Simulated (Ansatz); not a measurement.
# CHFGa (quartet): from Hartree-Fock to the top rungs at a displaced geometry (v2), cc-pVDZ

An exercise on one series of results from a longer session: the logs are not shown, and one member is left open.

Program: Ansatz 0.2.0, Gaussian basis. Level of theory: cc-pVDZ, core rule «outside noble gas», up to 16 orbitals frozen. These are calculated values, not measurements.

The runs, in order: UHF; CCSD(T) on ROHF; CCSD(T) on UHF; BCCD(T) on ROHF; CISD; CCSDT(Q) on ROHF; CCSDT(Q) on UHF.

27 further runs of the same task are left out: 15 that didn't finish, 12 set aside as unsound or not needed.

## The system

The geometry is a PBE0/def2-TZVP stationary point (not a proven minimum) with its atoms shifted at random (size 0.100 Å). No spin-orbit coupling is included. The filled d shell of Ga may be among the frozen orbitals whatever the setting's name suggests; the logs give the count.

4 atoms, charge 0, spin multiplicity 4.

Atoms are counted from 1 here; the program's logs count them from 0.

Bond lengths: F1–C2 1.334 Å, C2–Ga3 1.980 Å, C2–H4 1.023 Å. Angles: F1–C2–Ga3 120.0°, F1–C2–H4 109.4°, Ga3–C2–H4 127.4°.

Set-up of the first run:

in.yaml

```yaml
crystal:
  periodic: [false, false, false]
  atoms:
    - {symbol: F, position_ang: [0.079996, -0.320382, 2.089998]}
    - {symbol: C, position_ang: [-0.084879, 0.563932, 1.105310]}
    - {symbol: Ga, position_ang: [-0.008258, -0.031643, -0.781081]}
    - {symbol: H, position_ang: [0.074850, 1.507827, 1.465536]}
basis:
  gaussian: {orbitals: cc-pVDZ}
magnetization: {spin_polarized: true, initial_magnetization: 3}
hamiltonian: {xc: hf}
output: {orbitals: {seedname: orbitals}}
```

Started as:

```console
$ ansatz run in.yaml --threads 1 --pin off --events-out ev --progress --plain --max-ram 2393MiB
```

Among the steps run: UHF; CCSD(T) on ROHF; CCSD(T) on UHF; BCCD(T) on ROHF; CISD; CCSDT(Q) on ROHF; CCSDT(Q) on UHF.

One table of the session follows, with a row left open; its other results are not shown here.

| method | from RCCSDT(Q) (kJ/mol) |
| --- | --- |
| ROHF | +953.0 |
| UHF | +935.5 |
| RMP2 | +90.0 |
| UMP2 | +91.0 |
| RCCSD | +28.7 |
| UCCSD | +26.5 |
| RCCSD(T) | +4.7 |
| UCCSD(T) | ? |
| BCCD(T) | +4.6 |
| RCCSDT | +1.9 |
| UCCSDT | +0.1 |
| RCCSDT(Q) | 0 |
| UCCSDT(Q) | -2.0 |

**Question.** Estimate the row for UCCSD(T).

The run gave: from RCCSDT(Q) (kJ/mol): +3.2. In the column «from RCCSDT(Q) (kJ/mol)» it lies between RCCSDT (+1.9) and BCCD(T) (+4.6).

Not comparable, so not listed: CISD (they don't share determinant, frozen orbitals or solution with the rows shown, or repeat one).

To keep in mind: Restricted and unrestricted rows rest on different reference determinants; where their highest levels disagree by more than a few hundredths of an eV, they describe different states and don't form one ladder.
